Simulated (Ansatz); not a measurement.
# NaPb26Se27 (Clausthalite): the cost of one run

Method: DFT, PBE, plane-wave PAW, default files, scalar-relativistic, as far as a step names no other, in Ansatz 0.2.0.

1 further run of the same task is left out (it didn't finish).

### Step 1. The starting structure

The structure is cubic, space group Fm-3m (No. 225). Conventional cell: a = 18.364 Å, b = 18.364 Å, c = 18.364 Å, α = 90.00°, β = 90.00°, γ = 90.00°. Na (site symmetry m-3m) is surrounded by 6 Se at 3.06 Å. Pb (site symmetry mm2) has 6 Se at 3.06 Å as nearest neighbours. Pb (site symmetry 3m) is surrounded by 6 Se at 3.06 Å. Around Pb (site symmetry 4mm) lie 6 Se at 3.06 Å. Se (site symmetry 3m) has 6 Pb at 3.06 Å as nearest neighbours. Se (site symmetry 4mm) is surrounded by 5 Pb at 3.06 Å and 1 Na at 3.06 Å. Around Se (site symmetry mm2) lie 6 Pb at 3.06 Å. Se (site symmetry m-3m) is surrounded by 6 Pb at 3.06 Å.

As a file:

```
Na Pb Se
1.0
     0.00000    9.18195    9.18195
     9.18195    0.00000    9.18195
     9.18195    9.18195    0.00000
Na Pb Se
1 26 27
Direct
  0.00000 0.00000 0.00000
  0.00000 0.00000 0.33333
  0.00000 0.00000 0.66667
  0.00000 0.33333 0.00000
  0.00000 0.33333 0.33333
  0.00000 0.33333 0.66667
  0.00000 0.66667 0.00000
  0.00000 0.66667 0.33333
  0.00000 0.66667 0.66667
  0.33333 0.00000 0.00000
  0.33333 0.00000 0.33333
  0.33333 0.00000 0.66667
  0.33333 0.33333 0.00000
  0.33333 0.33333 0.33333
  0.33333 0.33333 0.66667
  0.33333 0.66667 0.00000
  0.33333 0.66667 0.33333
  0.33333 0.66667 0.66667
  0.66667 0.00000 0.00000
  0.66667 0.00000 0.33333
  0.66667 0.00000 0.66667
  0.66667 0.33333 0.00000
  0.66667 0.33333 0.33333
  0.66667 0.33333 0.66667
  0.66667 0.66667 0.00000
  0.66667 0.66667 0.33333
  0.66667 0.66667 0.66667
  0.16667 0.16667 0.16667
  0.16667 0.16667 0.50000
  0.16667 0.16667 0.83333
  0.16667 0.50000 0.16667
  0.16667 0.50000 0.50000
  0.16667 0.50000 0.83333
  0.16667 0.83333 0.16667
  0.16667 0.83333 0.50000
  0.16667 0.83333 0.83333
  0.50000 0.16667 0.16667
  0.50000 0.16667 0.50000
  0.50000 0.16667 0.83333
  0.50000 0.50000 0.16667
  0.50000 0.50000 0.50000
  0.50000 0.50000 0.83333
  0.50000 0.83333 0.16667
  0.50000 0.83333 0.50000
  0.50000 0.83333 0.83333
  0.83333 0.16667 0.16667
  0.83333 0.16667 0.50000
  0.83333 0.16667 0.83333
  0.83333 0.50000 0.16667
  0.83333 0.50000 0.50000
  0.83333 0.50000 0.83333
  0.83333 0.83333 0.16667
  0.83333 0.83333 0.50000
  0.83333 0.83333 0.83333
```

Atom 1 of the input is the impurity.

### Step 2. Gradients at the starting positions

Input file input.yaml:

```yaml
crystal:
  lattice:
    - [0.0, 9.18195, 9.18195]
    - [9.18195, 0.0, 9.18195]
    - [9.18195, 9.18195, 0.0]
  atoms:
    - { symbol: Na, position: [0.0, 0.0, 0.0] }
    - { symbol: Pb, position: [0.0, 0.0, 0.3333333333] }
    - { symbol: Pb, position: [0.0, 0.0, 0.6666666667] }
    - { symbol: Pb, position: [0.0, 0.3333333333, 0.0] }
    - { symbol: Pb, position: [0.0, 0.3333333333, 0.3333333333] }
    - { symbol: Pb, position: [0.0, 0.3333333333, 0.6666666667] }
    - { symbol: Pb, position: [0.0, 0.6666666667, 0.0] }
    - { symbol: Pb, position: [0.0, 0.6666666667, 0.3333333333] }
    - { symbol: Pb, position: [0.0, 0.6666666667, 0.6666666667] }
    - { symbol: Pb, position: [0.3333333333, 0.0, 0.0] }
    - { symbol: Pb, position: [0.3333333333, 0.0, 0.3333333333] }
    - { symbol: Pb, position: [0.3333333333, 0.0, 0.6666666667] }
    - { symbol: Pb, position: [0.3333333333, 0.3333333333, 0.0] }
    - { symbol: Pb, position: [0.3333333333, 0.3333333333, 0.3333333333] }
    - { symbol: Pb, position: [0.3333333333, 0.3333333333, 0.6666666667] }
    - { symbol: Pb, position: [0.3333333333, 0.6666666667, 0.0] }
    - { symbol: Pb, position: [0.3333333333, 0.6666666667, 0.3333333333] }
    - { symbol: Pb, position: [0.3333333333, 0.6666666667, 0.6666666667] }
    - { symbol: Pb, position: [0.6666666667, 0.0, 0.0] }
    - { symbol: Pb, position: [0.6666666667, 0.0, 0.3333333333] }
    - { symbol: Pb, position: [0.6666666667, 0.0, 0.6666666667] }
    - { symbol: Pb, position: [0.6666666667, 0.3333333333, 0.0] }
    - { symbol: Pb, position: [0.6666666667, 0.3333333333, 0.3333333333] }
    - { symbol: Pb, position: [0.6666666667, 0.3333333333, 0.6666666667] }
    - { symbol: Pb, position: [0.6666666667, 0.6666666667, 0.0] }
    - { symbol: Pb, position: [0.6666666667, 0.6666666667, 0.3333333333] }
    - { symbol: Pb, position: [0.6666666667, 0.6666666667, 0.6666666667] }
    - { symbol: Se, position: [0.1666666667, 0.1666666667, 0.1666666667] }
    - { symbol: Se, position: [0.1666666667, 0.1666666667, 0.5] }
    - { symbol: Se, position: [0.1666666667, 0.1666666667, 0.8333333333] }
    - { symbol: Se, position: [0.1666666667, 0.5, 0.1666666667] }
    - { symbol: Se, position: [0.1666666667, 0.5, 0.5] }
    - { symbol: Se, position: [0.1666666667, 0.5, 0.8333333333] }
    - { symbol: Se, position: [0.1666666667, 0.8333333333, 0.1666666667] }
    - { symbol: Se, position: [0.1666666667, 0.8333333333, 0.5] }
    - { symbol: Se, position: [0.1666666667, 0.8333333333, 0.8333333333] }
    - { symbol: Se, position: [0.5, 0.1666666667, 0.1666666667] }
    - { symbol: Se, position: [0.5, 0.1666666667, 0.5] }
    - { symbol: Se, position: [0.5, 0.1666666667, 0.8333333333] }
    - { symbol: Se, position: [0.5, 0.5, 0.1666666667] }
    - { symbol: Se, position: [0.5, 0.5, 0.5] }
    - { symbol: Se, position: [0.5, 0.5, 0.8333333333] }
    - { symbol: Se, position: [0.5, 0.8333333333, 0.1666666667] }
    - { symbol: Se, position: [0.5, 0.8333333333, 0.5] }
    - { symbol: Se, position: [0.5, 0.8333333333, 0.8333333333] }
    - { symbol: Se, position: [0.8333333333, 0.1666666667, 0.1666666667] }
    - { symbol: Se, position: [0.8333333333, 0.1666666667, 0.5] }
    - { symbol: Se, position: [0.8333333333, 0.1666666667, 0.8333333333] }
    - { symbol: Se, position: [0.8333333333, 0.5, 0.1666666667] }
    - { symbol: Se, position: [0.8333333333, 0.5, 0.5] }
    - { symbol: Se, position: [0.8333333333, 0.5, 0.8333333333] }
    - { symbol: Se, position: [0.8333333333, 0.8333333333, 0.1666666667] }
    - { symbol: Se, position: [0.8333333333, 0.8333333333, 0.5] }
    - { symbol: Se, position: [0.8333333333, 0.8333333333, 0.8333333333] }
total_charge: -1
kpoints:
  mp_grid: { grid: [2, 2, 2] }
scf:
  occupations: { method: fermi_dirac, width: 0.01 }
hamiltonian:
  xc: pbe
  pseudopotentials: { kind: paw }
output:
  forces: true
  stress: true
  populations: true
  efg: { quadrupole_moments_barn: { Na: 0.104 }, contact_densities: true }
```

Command:

```sh
$ ansatz run input.yaml --threads 4 --pin off --max-ram 10240MiB --backend cpu --events-out ev --progress --plain --runs-dir out
```

Q: Estimate wall time and peak memory on 4 threads of Intel Xeon Platinum 8375C at 2.90GHz (Ice Lake), shared host.

About 69 s, with a peak of 7.5 GiB.
